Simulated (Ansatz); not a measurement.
# Cd4Te3O: the cost of one run

Method: DFT PBE, scalar-relativistic, plane waves, PAW, unless a step names another level, in Ansatz 0.2.0.

9 further runs of the same task are left out: 3 that didn't finish, 6 set aside as unsound or not needed. Runs told in other sessions of the task aren't counted.

## 1. The formula and the candidates

Pauling electronegativities: Cd 1.69, Te 2.10, O 3.44 (spread 1.75). The formula balances with common oxidation states: Cd +2, O -2, Te -2. Tabulated atomic sizes suggest about 25 Å³/atom. 22 candidates were drawn, by swapping species into database cells of other compounds, at random by space group and Wyckoff sites, or by hand, as the table says:

```tsv
name	made from	space group no.	Wyckoff sites	atoms (primitive cell)	V (Å³/atom)
c01	random	187	Cd 3j, 1f; Te 3j; O 1e	8	30.2
c02	random	191	Cd 4h; Te 2d, 1a; O 1b	8	30.0
c03	random	191	Cd 2d, 2c; Te 2e, 1b; O 1a	8	31.5
c04	database cell of Fe4Te3Se	99	Cd 2c, 2c; Te 1a, 1b, 1b; O 1a	8	25.2
c05	random	71	Cd 8l; Te 4g, 2b; O 2a	8	29.1
c06	random	189	Cd 3g, 1a; Te 3g; O 1b	8	25.5
c07	database cell of Fe4Te3S	99	Cd 2c, 2c; Te 1b, 1a, 1a; O 1b	8	26.3
c08	database cell of TaB4W3	25	Cd 1a, 1b, 1d, 1c; Te 1b, 1d, 1c; O 1a	8	22.2
c09	random	221	Cd 1b, 3c; Te 3d; O 1a	8	32.1
c10	random	139	Cd 8i; Te 4d, 2b; O 2a	8	30.3
c11	built by hand: anti-famatinite (inverse Cu3SbS4)	121	Cd 8i; Te 4d, 2b; O 2a	8	26.3
c12	random	65	Cd 8m; Te 4j, 2c; O 2d	8	25.9
c13	built by hand: layered zinc blende (001) superlattice	115	Cd 2g, 2g; Te 1d, 2f; O 1a	8	26.0
c14	built by hand: ordered rock salt (Pm-3m)	221	Cd 3d, 1b; Te 3c; O 1a	8	24.9
c15	random	191	Cd 4h; Te 3g; O 1b	8	27.4
c16	database cell of Mg4Te3S	25	Cd 2g, 1c, 1d; Te 2h, 1a; O 1b	8	33.5
c17	database cell of Mn3NiO4	65	Cd 4i, 4h; Te 2b, 4f; O 2a	8	26.8
c18	database cell of In4SbTe3	139	Cd 4c, 4e; Te 4d, 2a; O 2b	8	27.0
c19	built by hand: ordered zinc blende, Cu3 anion order (P-43m)	215	Cd 4e; Te 3c; O 1a	8	26.3
c20	random	216	Cd 16e; Te 4a, 4c, 4d; O 4b	8	31.4
c21	random	221	Cd 3d, 1b; Te 3c; O 1a	8	25.1
c22	database cell of Ca3CdO4	123	Cd 2g, 1c, 1d; Te 2h, 1b; O 1a	8	21.5
```

## 2. Screening run of c07

input.yaml

```yaml
crystal:
  lattice:
    - [3.92229818, 0.0, 0.0]
    - [0.0, 3.92229818, 0.0]
    - [0.0, 0.0, 13.66699193]
  atoms:
    - { symbol: Cd, position: [0.5, 0.0, 0.003004] }
    - { symbol: Cd, position: [0.5, 0.0, 0.48637301] }
    - { symbol: Cd, position: [0.0, 0.5, 0.003004] }
    - { symbol: Cd, position: [0.0, 0.5, 0.48637301] }
    - { symbol: Te, position: [0.5, 0.5, 0.86161399] }
    - { symbol: Te, position: [0.0, 0.0, 0.144134] }
    - { symbol: Te, position: [0.0, 0.0, 0.61539203] }
    - { symbol: O, position: [0.5, 0.5, 0.40010601] }
basis:
  ecutwfc: 420
kpoints:
  mp_grid: { grid: [3, 3, 1] }
hamiltonian:
  xc: pbe
scf:
  occupations: { method: gaussian, width: 0.15 }
  lower_state_search: "off"
output:
  forces: true
  stress: true
  eigenvalues: true
relax:
  adjacent_minimum: "off"
  f_tol: 0.08
  max_steps: 16
  cell: { stress_tol: 0.8 }
```

Command:

```bash
$ ansatz run input.yaml --threads 1 --pin off --max-ram 2560MiB --backend cpu --events-out ev --progress --plain --runs-dir out
```

Q: Estimate wall time and peak memory on 1 thread of Intel Xeon at 2.50GHz (Skylake/Cascade Lake), shared host.

About 2.6 min, with a peak of 0.48 GiB.
